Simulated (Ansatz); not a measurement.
# W12O: the cost of one run

Computed with Ansatz 0.2.0 (DFT r2SCAN, scalar-relativistic, plane waves, PAW, unless a step's input says otherwise).

## (1) The system as given

Symmetry: P1, No. 1, triclinic system. The conventional cell has a = 2.741 Å, b = 5.249 Å, c = 32.428 Å, α = 90.00°, β = 90.00°, γ = 100.02°. W (site symmetry 1) is surrounded by 6 W at 2.74 Å. W (site symmetry 1) has 8 W at 2.74 Å in its first shell of neighbours. Only part of the 13 independent sites is listed.

Structure file:

```cif
data_structure
_symmetry_space_group_name_H-M 'P 1'
_symmetry_Int_Tables_number 1
_cell_length_a 5.4819
_cell_length_b 2.7410
_cell_length_c 32.4280
_cell_angle_alpha 90.000
_cell_angle_beta 90.000
_cell_angle_gamma 109.471
_cell_volume 459.39
loop_
_atom_site_label
_atom_site_type_symbol
_atom_site_fract_x
_atom_site_fract_y
_atom_site_fract_z
_atom_site_occupancy
W1 W 0.00000 0.00000 0.15419 1
W2 W 0.50000 0.00000 0.15419 1
W3 W 0.25000 0.50000 0.22320 1
W4 W 0.75000 0.50000 0.22320 1
W5 W 0.00000 0.00000 0.29222 1
W6 W 0.50000 0.00000 0.29222 1
W7 W 0.25000 0.50000 0.36123 1
W8 W 0.75000 0.50000 0.36123 1
W9 W 0.00000 0.00000 0.43025 1
W10 W 0.50000 0.00000 0.43025 1
W11 W 0.25000 0.50000 0.49926 1
W12 W 0.75000 0.50000 0.49926 1
O1 O 0.57600 0.84800 0.53781 1
```

## (2) Relaxing the atoms: W12O slab, no spin

input.yaml

```yaml
crystal:
  lattice:
    - [3.165, 4.4759859249, 0.0]
    - [1.5825, -2.2379929625, 0.0]
    - [0.0, 0.0, 32.4279577747]
  atoms:
    - { symbol: W, position: [0.0, 0.0, 0.1541879398] }
    - { symbol: W, position: [0.5, 0.0, 0.1541879398] }
    - { symbol: W, position: [0.25, 0.5, 0.2232022446] }
    - { symbol: W, position: [0.75, 0.5, 0.2232022446] }
    - { symbol: W, position: [0.0, 0.0, 0.2922165494] }
    - { symbol: W, position: [0.5, 0.0, 0.2922165494] }
    - { symbol: W, position: [0.25, 0.5, 0.3612308542] }
    - { symbol: W, position: [0.75, 0.5, 0.3612308542] }
    - { symbol: W, position: [0.0, 0.0, 0.430245159] }
    - { symbol: W, position: [0.5, 0.0, 0.430245159] }
    - { symbol: W, position: [0.25, 0.5, 0.4992594638] }
    - { symbol: W, position: [0.75, 0.5, 0.4992594638] }
    - { symbol: O, position: [0.576, 0.848, 0.5378064488] }
scf:
  occupations: { method: methfessel_paxton, width: 0.1 }
output:
  forces: true
  write_density: true
  write_potential: true
  elf: true
  volumetric_format: npy
hamiltonian:
  xc: r2scan
kpoints:
  mp_grid: { grid: [6, 12, 1] }
efield:
  axis: 3
  dipole_correction: true
relax:
  f_tol: 0.01
  max_steps: 60
  constraints: [{ sites: [0, 1, 2, 3, 4, 5] }]
```

The run is started by

```bash
$ ansatz run input.yaml --threads 4 --pin off --max-ram 8192MiB --backend cpu --events-out ev --progress --plain --runs-dir out
```

Q: Estimate wall time and peak memory on 4 threads of Arm Neoverse N1, shared host.

About 19 min, with a peak of 4.1 GiB.
